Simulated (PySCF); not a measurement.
# SiF3 (trifluorosilyl) at UCCSD(T)/aug-cc-pVDZ

What is the energy change on altering one bond length of SiF3 (trifluorosilyl) at UCCSD(T)/aug-cc-pVDZ? The job is set up through a Python script.

The calculation is run with PySCF 2.14.0.

1 further run of the same task is left out (set aside as unsound or not needed).

## 1. The structure to begin with

SiF3: 4 atoms, total charge 0, spin state doublet. SMILES: `F[Si](F)F`. The shape is that of a GFN2-xTB optimisation.

Bond lengths: F1–Si2 1.590 Å, Si2–F3 1.590 Å, Si2–F4 1.590 Å. Angles: F1–Si2–F3 104.5°, F1–Si2–F4 104.3°, F3–Si2–F4 104.5°.

## 2. The energy at UCCSD(T)/aug-cc-pVDZ

job.py reads:

```python
# F[Si](F)F
from pyscf import gto, scf, cc

system = gto.M(
    atom='''
F      0.787890    -0.508980     1.119030
Si    -0.325240     0.244050     0.268860
F     -0.962750    -0.889100    -0.646850
F      0.500100     1.154030    -0.741040
''',
    basis='aug-cc-pvdz',
    max_memory=1860,
    spin=1,
    verbose=3,
)

calc0 = scf.UHF(system)
calc0.conv_tol = 1e-10
calc0.kernel()
if not calc0.converged:
    calc0 = calc0.newton().run(calc0.mo_coeff, calc0.mo_occ)

mycc = cc.CCSD(calc0, frozen=8)
mycc.kernel()
e_t = mycc.ccsd_t()
energy = mycc.e_tot + e_t
print('Final energy', energy)
```

Run with:

```bash
$ OMP_NUM_THREADS=1 python job.py
```

The program printed:

```text
converged SCF energy = -587.42812559347  <S^2> = 0.75195912  2S+1 = 2.0019582
E(UCCSD) = -588.1214424642249  E_corr = -0.693316870754793
UCCSD(T) correction = -0.0162965631229305
Final energy -588.1377390273478
```

Run time: 4.9 min. Hardware: 1 thread of Arm Neoverse V1, shared host; peak memory 2.6 GiB.

## 3. The distorted shape, same level

input.py reads:

```python
from pyscf import gto, cc

mol = gto.M(
    atom=[
    ('F', (0.954867, -0.621939, 1.246561)),
    ('Si', (-0.325240, 0.244050, 0.268860)),
    ('F', (-0.962750, -0.889100, -0.646850)),
    ('F', (0.500100, 1.154030, -0.741040)),
],
    spin=1,
    verbose=4,
    max_memory=1860,
    basis='aug-cc-pvdz',
)

mf = mol.UHF()
mf.conv_tol = 1e-10
mf.kernel()
if not mf.converged:
    mf = mf.newton().run(mf.mo_coeff, mf.mo_occ)

mycc = cc.CCSD(mf, frozen=8)
mycc.kernel()
e_t = mycc.ccsd_t()
etot = mycc.e_tot + e_t
print('E = %.10f Eh' % etot)
```

Run with:

```bash
$ OMP_NUM_THREADS=1 python input.py
```

The program printed:

```text
PySCF version 2.14.0

[INPUT] num. atoms = 4
[INPUT] num. electrons = 41
[INPUT] charge = 0
[INPUT] spin (= nelec alpha-beta = 2S) = 1
[INPUT] symmetry False subgroup None
[INPUT] Mole.unit = angstrom
[INPUT] Symbol           X                Y                Z      unit          X                Y                Z       unit  Magmom
[INPUT]  1 F      0.954867000000  -0.621939000000   1.246561000000 AA    1.804437115385  -1.175294376186   2.355658887564 Bohr   0.0
[INPUT]  2 Si    -0.325240000000   0.244050000000   0.268860000000 AA   -0.614614524754   0.461187660700   0.508071765851 Bohr   0.0
[INPUT]  3 F     -0.962750000000  -0.889100000000  -0.646850000000 AA   -1.819333826425  -1.680155497351  -1.222369343675 Bohr   0.0
[INPUT]  4 F      0.500100000000   1.154030000000  -0.741040000000 AA    0.945052034895   2.180800639532  -1.400362647348 Bohr   0.0

[... 76 lines left out ...]
converged SCF energy = -587.404245502508  <S^2> = 0.7536611  2S+1 = 2.0036578
[... 12 lines left out ...]
Init t2, MP2 energy = -0.698045497003256
[... 16 lines left out ...]
UCCSD converged
[... 2 lines left out ...]
E = -588.1239272677 Eh
```

Run time: 5.2 min. Hardware: 1 thread of Arm Neoverse V1, shared host; peak memory 2.6 GiB.

## 4. Outcome

Level: UCCSD(T)/aug-cc-pVDZ, 8 core orbitals frozen.

```
                                                                   quantity          value
                                                  first shape: total energy  -588.13774 Eh
                          first shape: dipole moment (Hartree–Fock density)         2.19 D
    first shape: HOMO energy (Hartree–Fock orbitals) (highest over α and β)      -12.21 eV
     first shape: LUMO energy (Hartree–Fock orbitals) (lowest over α and β)       -0.32 eV
                   first shape: correlation energy (8 core orbitals frozen)     -709.6 mEh
                                                first shape: (T) correction     -16.30 mEh
                             first shape: ⟨S²⟩ of the reference determinant          0.752
                                                 first shape: T1 diagnostic          0.016
                                              distorted shape: total energy  -588.12393 Eh
                      distorted shape: dipole moment (Hartree–Fock density)         2.93 D
distorted shape: HOMO energy (Hartree–Fock orbitals) (highest over α and β)      -12.76 eV
 distorted shape: LUMO energy (Hartree–Fock orbitals) (lowest over α and β)       -0.83 eV
               distorted shape: correlation energy (8 core orbitals frozen)     -719.7 mEh
                                            distorted shape: (T) correction     -17.69 mEh
                         distorted shape: ⟨S²⟩ of the reference determinant          0.754
                                             distorted shape: T1 diagnostic          0.017
         energy change with the F1–Si2 bond stretched from 1.590 to 1.829 Å       0.376 eV
```

What this shows: With the F1–Si2 bond stretched from 1.590 to 1.829 Å the energy rises by 0.38 eV (8.7 kcal/mol). The first shape isn't relaxed at this level, so the change isn't measured from a minimum. The triples (first shape) make up 2.3 % of the correlation energy. The triples (distorted shape) make up 2.5 % of the correlation energy.
